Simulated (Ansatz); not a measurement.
# SiF (Pm-3m) in Ansatz: notebook, part 2 of 2

Ansatz 0.2.0. The steps go on from the part before.

## 4. Relaxation of cell and atoms, PBEsol, target pressure 5 GPa, at which the enthalpy is minimised

Input file input.yaml:

```yaml
crystal:
  lattice:
    - [3.0286, 0.0, 0.0]
    - [0.0, 3.0286, 0.0]
    - [0.0, 0.0, 3.0286]
  atoms:
    - { symbol: Si, position: [0.5, 0.5, 0.5] }
    - { symbol: F, position: [0.0, 0.0, 0.0] }
hamiltonian:
  xc: pbesol
  pseudopotentials: { kind: paw }
kpoints:
  mp_grid: { grid: [9, 9, 9] }
scf:
  occupations: { method: fermi_dirac, width: 0.05 }
output:
  forces: true
  stress: true
  eigenvalues: true
  write_density: true
  write_potential: true
  elf: true
  volumetric_format: npy
relax:
  f_tol: 0.01
  max_steps: 40
  cell: { stress_tol: 0.05, p_target: 5.0 }
```

Potentials or basis: Ansatz PAW.

Command:

```sh
> ansatz run input.yaml --threads 2 --pin off --max-ram 5632MiB --backend cpu --events-out ev --progress --plain --runs-dir out
```

The program printed:

```text
Warning: RAYON_NUM_THREADS=2 ignored (pool sized by the plan → 2); use --threads N
Engine: ansatz 0.2.0, x86_64-unknown-linux-gnu
Pseudopotentials: kind: paw
Pseudopotential: Si, paw, valence charge 4, recommended cutoff 420 eV (normal), Si.paw.azcp
Pseudopotential: F, paw, valence charge 7, recommended cutoff 420 eV (normal), F.paw.azcp
Functional definition: PBEsol
  exchange = pbesol_x
  correlation = pbesol_c
Crystal: 2 atoms, lattice volume = 27.780 Å³
Basis set: ecut = 420 eV, 515 PW (Γ), exchange–correlation on 48×48×48 points (8 copies of the dense FFT grid, shifted against one another)
Bands: 10, of which v1, the nominal top of the filled ones, is band 6 counted from 1 (5 counted from 0)
Symmetry: 48 space group operations
Space group: Pm-3m (ITA 221), of the structure as read, at distance tolerance 3.0e-5 Å
k-points: 35 of 729
Non-local potential: Si, projectors of the file, l = 0: 2, l = 1: 2, l = 2: 2
Non-local potential: F, projectors of the file, l = 0: 2, l = 1: 2, l = 2: 1
PAW form: soft (Blöchl's): semilocal exchange-correlation on the pseudo side does not see the compensation charge
PAW frozen core: Si, regenerated for the run's functional, and the local potential with it (the file was generated under x = pbe(κ = 0.804, μ = 0.2195149727645171), c = pbe(β = 0.06672455060314922))
PAW frozen core: F, regenerated for the run's functional, and the local potential with it (the file was generated under x = pbe(κ = 0.804, μ = 0.2195149727645171), c = pbe(β = 0.06672455060314922))
PAW one-centre angular grid: Si, 110 points (default); XC on 64 Gauss nodes
PAW one-centre angular grid: F, 110 points (default); XC on 64 Gauss nodes
Initial density: superposition of atomic densities (neutral atoms: chi_scale 0, normalization atom), corrected by the library's trained network
Initial wavefunctions: pseudopotential atomic-orbital guess
Functional: x = pbesol(κ = 0.804, μ = 0.12345679012345678), c = pbesol(β = 0.046)
SCF iter   1: F=—  HF=-1419.802962 eV  |F-HF|=—  |Δ(HF+E_count)|=         —  Δρ=2.06e-2  dr2=9.11e-2  ethr=1.77e-3  ⟨swp⟩=7.5  Hψ=2403  notcnv=0
preconditioner: auto → none  [insulator: Δε(μ)=0.122 eV  Ē_g=11.006 eV  σ=0.050 eV  W_gap=0.54  n_scr=6 (ndim 8)  ℏωp=21.1 eV  f_vac=0.000  D(μ)=1.72/eV (n_scr^D=18)  ε∞_Penn≈4.7]
SCF iter   2: F=—  HF=-1419.785607 eV  |F-HF|=—  |Δ(HF+E_count)|=   1.74e-2  Δρ=5.69e-3  dr2=9.99e-3  ethr=8.28e-4  ⟨swp⟩=2.0  Hψ=730  notcnv=0  defer=2
SCF iter   3: F=—  HF=-1419.783703 eV  |F-HF|=—  |Δ(HF+E_count)|=   1.90e-3  Δρ=8.47e-4  dr2=2.06e-4  ethr=9.09e-5  ⟨swp⟩=2.5  Hψ=477  notcnv=0  defer=5
SCF iter   4: F=—  HF=-1419.783658 eV  |F-HF|=—  |Δ(HF+E_count)|=   4.53e-5  Δρ=8.81e-5  dr2=1.32e-6  ethr=1.87e-6  ⟨swp⟩=2.2  Hψ=492  notcnv=0  defer=5
SCF iter   5: F=—  HF=-1419.783661 eV  |F-HF|=—  |Δ(HF+E_count)|=   3.06e-6  Δρ=1.98e-5  dr2=6.00e-8  ethr=1.20e-8  ⟨swp⟩=2.4  Hψ=539  notcnv=0  defer=5
SCF iter   6: F=-1419.783661 eV  HF=-1419.783661 eV  |F-HF|=4.49e-10  |Δ(HF+E_count)|=   1.12e-8  Δρ=1.92e-6  dr2=5.65e-10  ethr=5.45e-10  ⟨swp⟩=6.0  Hψ=1894  notcnv=0
the search or the solves at the SCF's close seem to have found levels that the self-consistency loop had missed (the run counts 1). By its estimate they hold under 1e-12 electrons; where the run keeps them, the occupations were computed again with them
SCF 1 converged in 6 iterations: F = -1419.783661 eV  dr2 = 5.65e-10
relax step   1: F+E_penalty+E_count = -1419.78366102 eV  Δ(F+E_penalty+E_count) = +0.000e0 eV  max|allowed force component| = 5.547e-32 eV/Å  Δτ_max = 0.0000 Å  P = -3.607 GPa  Ω = 27.780 Å³  (6 SCF iters, dr2 threshold 1.00e-7 eV, accepted)
Crystal: 2 atoms, lattice volume = 24.210 Å³
Basis set: ecut = 420 eV, 461 PW (Γ), exchange–correlation on 48×48×48 points (8 copies of the dense FFT grid, shifted against one another)
Initial density: handed on by an earlier stage of this run
[... 71 lines left out ...]
SCF iter   1: F=—  HF=-1419.778551 eV  |F-HF|=—  |Δ(HF+E_count)|=         —  Δρ=4.27e-5  dr2=6.63e-8  ethr=3.84e-6  ⟨swp⟩=2.0  Hψ=3109  notcnv=0
eigensolver tolerance schedule: the retry pair's looser diagonalisation over-reported the residual by 6367.68 of it (diagonalisation noise at an unbounded share of the residual, at the tolerance the schedule requests for it); recorded, not acted on — ethr = c·dr2/N_el stays at c = 1.0e-1
preconditioner: auto → none  [metal: Δε(μ)=0.057 eV  Ē_g=11.876 eV  σ=0.050 eV  W_gap=0.28  n_scr=6 (ndim 8)  ℏωp=22.2 eV  f_vac=0.000  D(μ)=2.08/eV (n_scr^D=26)]
SCF iter   2: F=—  HF=-1419.778598 eV  |F-HF|=—  |Δ(HF+E_count)|=   4.63e-5  Δρ=1.72e-5  dr2=8.47e-9  ethr=6.03e-10  ⟨swp⟩=2.2  Hψ=564  notcnv=0
SCF iter   3: F=—  HF=-1419.778598 eV  |F-HF|=—  |Δ(HF+E_count)|=   9.67e-9  Δρ=2.75e-6  dr2=2.56e-10  ethr=7.70e-11  ⟨swp⟩=2.1  Hψ=518  notcnv=0
iter 4 did not close the SCF: its close was put off for the readings that it lacked (scf_convergence_deferred on its scf_iter line)
SCF iter   4: F=-1419.778598 eV  HF=-1419.778598 eV  |F-HF|=9.09e-13  |Δ(HF+E_count)|=  4.58e-10  Δρ=1.21e-7  dr2=3.04e-12  ethr=2.33e-12  ⟨swp⟩=2.1  Hψ=549  notcnv=0
iter 5 did not close the SCF: its close was put off for the readings that it lacked (scf_convergence_deferred on its scf_iter line)
SCF iter   5: F=-1419.778598 eV  HF=-1419.778598 eV  |F-HF|=4.55e-13  |Δ(HF+E_count)|=  4.55e-13  Δρ=3.46e-8  dr2=1.91e-13  ethr=1.00e-12  ⟨swp⟩=1.0  Hψ=350  notcnv=0
iter 6 did not close the SCF: its close was put off for the readings that it lacked (scf_convergence_deferred on its scf_iter line)
SCF iter   6: F=-1419.778598 eV  HF=-1419.778598 eV  |F-HF|=2.27e-13  |Δ(HF+E_count)|=  4.55e-13  Δρ=1.27e-9  dr2=3.19e-16  ethr=1.00e-12  ⟨swp⟩=1.0  Hψ=350  notcnv=0
iter 7 did not close the SCF: its close was put off for the readings that it lacked (scf_convergence_deferred on its scf_iter line)
SCF iter   7: F=-1419.778598 eV  HF=-1419.778598 eV  |F-HF|=2.27e-13  |Δ(HF+E_count)|=  4.55e-13  Δρ=2.17e-10  dr2=2.64e-18  ethr=1.00e-12  ⟨swp⟩=1.0  Hψ=350  notcnv=0
SCF iter   8: F=-1419.778598 eV  HF=-1419.778598 eV  |F-HF|=4.55e-13  |Δ(HF+E_count)|=  4.55e-13  Δρ=1.83e-11  dr2=8.77e-20  ethr=1.00e-12  ⟨swp⟩=1.2  Hψ=849  notcnv=0
SCF 7 converged in 8 iterations: F = -1419.778598 eV  dr2 = 8.77e-20
relax step   7: F+E_penalty+E_count = -1419.77859758 eV  Δ(F+E_penalty+E_count) = +3.513e-4 eV  max|allowed force component| = 5.280e-31 eV/Å  Δτ_max = 0.0000 Å  P = +4.981 GPa  Ω = 25.171 Å³  stress off target by 1.88e-2 GPa  SCF on the basis re-selected at this cell (its energy is not comparable with the rows above)  (8 SCF iters)
basis re-selected at this cell: Δ(F+E_penalty+E_count) = +3.513e-4 eV, ΔP = -0.019 GPa vs the last step (what re-selecting the basis moved, of the pressure what is left beyond the Pulay correction that the steps carried, after the strain that the cell walked since its last selection, with what the two solves' SCF thresholds leave and, on support functions, any second-order correction that the steps lacked; it is no measure of the basis error at this ecutwfc). This SCF's stress stands 1.88e-2 GPa from its target on what of the cell is left free (relax.cell.stress_tol is 5.00e-2 GPa) and its largest allowed force component is 5.28e-31 eV/Å (relax.f_tol is 1.00e-2 eV/Å): within both
SCF converged after 8 iterations
Free energy (F): -1419.778598 eV
Harris-Foulkes:  -1419.778598 eV  (|F-HF|=4.55e-13)
Internal energy: -1419.761992 eV  (E = F + TS)
E sigma→0 (E₀):  -1419.770295 eV
Entropy (-TS):   -0.016606 eV (-8.303 meV/atom)
Fermi energy:    8.229579 eV
--- Per-component energies (eV) ---
  E_band       = -10.355164
  E_kinetic    = 242.545291
  E_local      = -612.238517  (includes V_loc(G=0)·N_el)
  E_nonlocal   = 100.017295
  E_hartree    = 236.239531
  E_xc         = -132.504274
  E_vxc        = -147.054736  (∫ρ·V_xc dr)
  E_paw        = -690.495329  (= ΣΔE_a)
  E_vpaw       = -66.105550  (= ΣTr[D̂ρ^β])
  E_aug_tail   = 0.001993  (compensation charges beyond the density's cutoff)
  E_ewald      = -563.401984
  E_core_change = 0.074003  (= ΣΔE_core)
  E_smearing   = -0.016606  (= −TS)
  E_closure    = -0.000000  (closes the sum)
  Σ components = -1419.778598   (vs F -1419.778598, Δ=0.00e0)
--- Forces (eV/Å), atoms counted from 1 ---
  atom   1  Si    -0.00000000    -0.00000000    -0.00000000
  atom   2  F      0.00000000    -0.00000000     0.00000000
  max |Σ_I F_I| component: 9.16e-31 eV/Å
--- Stress (GPa, compression-positive) ---
        4.981152      -0.000000      -0.000000
       -0.000000       4.981152      -0.000000
       -0.000000      -0.000000       4.981152
  P = ⅓ Tr σ = 4.9812 GPa (49.812 kbar)
--- Band table (eV; the first three rows and the last of 35) ---
  k-point 0: bands = ["-16.5339", "-0.9760", "2.4194", "2.4194", "2.4194", "13.7772", "13.7772", "13.9662", "13.9662", "13.9662"]
  k-point 1: bands = ["-16.4975", "-1.1388", "2.4604", "2.4604", "2.5586", "11.7450", "13.9469", "13.9469", "13.9526", "16.1368"]
  k-point 2: bands = ["-16.4034", "-1.5523", "2.5680", "2.5680", "3.0048", "9.7559", "13.8898", "13.8898", "14.4574", "18.4976"]
  k-point 34: bands = ["-15.7992", "1.2349", "1.3855", "1.3855", "5.1577", "7.2579", "7.2579", "8.2857", "17.4226", "17.6431"]
--- Relaxed structure (5 steps of the walk, 5 accepted, 2 SCFs on fresh bases) ---
  F+E_penalty+E_count = -1419.77859758 eV   max|allowed force component| = 5.280e-31 eV/Å   (the final SCF, on the basis selected at the relaxed cell)
  cell:  # Å, volume = 25.1715 Å³
    - [2.9306875001659836, -1.6049416203226963e-33, 1.1234591342258874e-34]
    - [-1.4765462906968809e-33, 2.9306875001659836, -3.209883240645393e-35]
    - [3.691365726742202e-34, -3.209883240645393e-35, 2.9306875001659836]
  atoms:
    - { symbol: Si, position: [0.49999999999999994, 0.49999999999999994, 0.49999999999999994] }
    - { symbol: F, position: [-2.64964277277084e-36, -2.6496427727707648e-36, 2.64964277277076e-36] }
```

rho_z.tsv:

```text
# z_ang	rho[e/angstrom^3]
# format = ansatz-planar-average/11
# lattice	2.930687500	-0.000000000	0.000000000
# lattice	-0.000000000	2.930687500	-0.000000000
# lattice	0.000000000	-0.000000000	2.930687500
# sites	2
# site	14	1.465343750	1.465343750	1.465343750
# site	9	-0.000000000	-0.000000000	0.000000000
0.000000	1.080200e0
0.146534	9.801602e-1
0.293069	7.409641e-1
0.439603	4.962001e-1
0.586138	3.396516e-1
0.732672	2.670822e-1
[... 12 lines left out ...]
2.637619	7.409641e-1
2.784153	9.801602e-1
```

v_z.tsv:

```text
# z_ang	v_es[eV]	v_tot[eV]
# format = ansatz-planar-average/11
# xc	pbesol
# density_cutoff_ev	1680
# datasets	Si=:simpson_from_first_knot:soft:shift=-540422	F=:simpson_from_first_knot:soft:shift=-301354
# lattice	2.930687500	-0.000000000	0.000000000
# lattice	-0.000000000	2.930687500	-0.000000000
# lattice	0.000000000	-0.000000000	2.930687500
# sites	2
# site	14	1.465343750	1.465343750	1.465343750
# site	9	-0.000000000	-0.000000000	0.000000000
0.000000	3.498869e0	-8.246098e0
0.146534	3.709842e0	-7.925045e0
0.293069	4.422827e0	-6.935032e0
0.439603	5.308941e0	-5.666688e0
0.586138	5.986480e0	-4.581669e0
0.732672	5.237599e0	-4.996408e0
[... 12 lines left out ...]
2.637619	4.422827e0	-6.935032e0
2.784153	3.709842e0	-7.925045e0
```

Run time: 3.3 s. Hardware: 2 threads of Intel Xeon Platinum 8375C at 2.90GHz (Ice Lake), shared host; peak memory 0.36 GiB.

Results:

- Free energy: -1419.7786 eV
- Relaxed volume: 12.59 Å³/atom
- Relaxed cell: a = 2.931 Å, b = 2.931 Å, c = 2.931 Å, α = 90.00°, β = 90.00°, γ = 90.00°
- Space group after relaxing (to 0.05 Å): Pm-3m (No. 221)
- Energy change on relaxing (the enthalpy is what falls): +2.5 meV/atom
- Ionic steps: 7
- Pressure after relaxing: 5.0 GPa
- Band gap on the k mesh: none (metal or under the smearing width)

Step by step:
| step | energy change (eV) | largest force (eV/Å) | volume (Å³) |
| --- | --- | --- | --- |
| 1 | 0.0000 | 0.0000 | 27.78 |
| 2 | 0.0430 | 0.0000 | 24.21 |
| 3 | -0.0061 | 0.0000 | 25.41 |
| 4 | -0.0026 | 0.0000 | 25.28 |
| 5 | 0.0019 | 0.0000 | 25.28 |
| 6 | 0.0047 | 0.0000 | 25.17 |
| 7 | 0.0051 | 0.0000 | 25.17 |

Final structure:
```xyz
2
Lattice="2.9307 0.0000 0.0000 0.0000 2.9307 0.0000 0.0000 0.0000 2.9307" Properties=species:S:1:pos:R:3 pbc="T T T"
Si    1.4653    1.4653    1.4653
F     0.0000    0.0000    0.0000
```

Caveat: the plane-wave basis is chosen anew once the cell has moved, so the energies of steps on either side of that aren't comparable; the pressure holds a Pulay correction of +0.5 GPa for the finite cutoff; an odd number of electrons without spin polarisation forces a metal; a magnetic or distorted state may lie lower; the PAW data sets come from PBE, with cores solved anew for the run's functional, which leaves a small shift of forces and pressure.

## 5. Relaxation of cell and atoms, PBEsol, target pressure 10 GPa, at which the enthalpy is minimised

input.yaml: that of step 4 with these lines changed.

```diff
@@ -19,6 +19,2 @@
   eigenvalues: true
-  write_density: true
-  write_potential: true
-  elf: true
-  volumetric_format: npy
 relax:
@@ -26,2 +22,2 @@
   max_steps: 40
-  cell: { stress_tol: 0.05, p_target: 5.0 }
+  cell: { stress_tol: 0.05, p_target: 10.0 }
```

Command:

```sh
> ansatz run input.yaml --threads 2 --pin off --max-ram 5632MiB --backend cpu --events-out ev --progress --plain --runs-dir out
```

Run time: 3.2 s. Hardware: 2 threads of Intel Xeon Platinum 8375C at 2.90GHz (Ice Lake), shared host; peak memory 0.35 GiB.

Results (log left out):

```yaml
Free_energy: -1419.7298 eV
Relaxed_volume: 12.06 Å³/atom
Relaxed_cell: a = 2.889 Å, b = 2.889 Å, c = 2.889 Å, α = 90.00°, β = 90.00°, γ = 90.00°
Space_group_after_relaxing_to_0.05_Å: Pm-3m (No. 221)
Energy_change_on_relaxing_the_enthalpy_is_what_falls: +26.9 meV/atom
Ionic_steps: 7
Pressure_after_relaxing: 10.0 GPa
Band_gap_on_the_k_mesh: none (metal or under the smearing width)
```

Step by step:
```tsv
step	energy change (eV)	largest force (eV/Å)	volume (Å³)
1	0.0000	0.0000	27.78
2	0.0620	0.0000	23.91
3	0.0395	0.0000	24.27
4	0.0428	0.0000	24.21
5	0.0478	0.0000	24.21
6	0.0535	0.0000	24.11
7	0.0539	0.0000	24.11
```

Final structure:
```
Si F
1.0
     2.88902    0.00000    0.00000
     0.00000    2.88902    0.00000
     0.00000    0.00000    2.88902
Si F
1 1
Cartesian
  1.4445 1.4445 1.4445
  0.0000 0.0000 0.0000
```

Levels at points of the mesh, in eV from the Fermi level:
| k point | band 1 | band 2 | band 3 | band 4 | band 5 | band 6 | band 7 | band 8 | band 9 | band 10 |
| --- | --- | --- | --- | --- | --- | --- | --- | --- | --- | --- |
| (0.00, 0.00, 0.00) | -25.12 | -9.32 | -6.08 | -6.08 | -6.08 | 5.44 | 5.44 | 6.00 | 6.00 | 6.00 |

Caveat: the plane-wave basis is chosen anew once the cell has moved, so the energies of steps on either side of that aren't comparable; the pressure holds a Pulay correction of +0.6 GPa for the finite cutoff; an odd number of electrons without spin polarisation forces a metal; a magnetic or distorted state may lie lower; the PAW data sets come from PBE, with cores solved anew for the run's functional, which leaves a small shift of forces and pressure.

## 6. Overview

```csv
cell,target pressure (GPa),gap on the mesh (eV),pressure (GPa)
relaxed,0,none,0.0
relaxed to 2 GPa,2,none,2.0
relaxed to 5 GPa,5,none,5.0
relaxed to 10 GPa,10,none,10.0
```

Alike in all rows: task relaxation of cell and atoms; level PBEsol; potentials or basis Ansatz PAW; no spin polarisation; k mesh 9 × 9 × 9; cutoff (eV) 420; smearing fermi-dirac 0.05 eV.

Caveats: the plane-wave basis is chosen anew once the cell has moved, so the energies of steps on either side of that aren't comparable; an odd number of electrons without spin polarisation forces a metal; a magnetic or distorted state may lie lower; the PAW data sets come from PBE, with cores solved anew for the run's functional, which leaves a small shift of forces and pressure.

Total energies depend on the potentials used, so only differences within one code and one set of settings carry meaning.
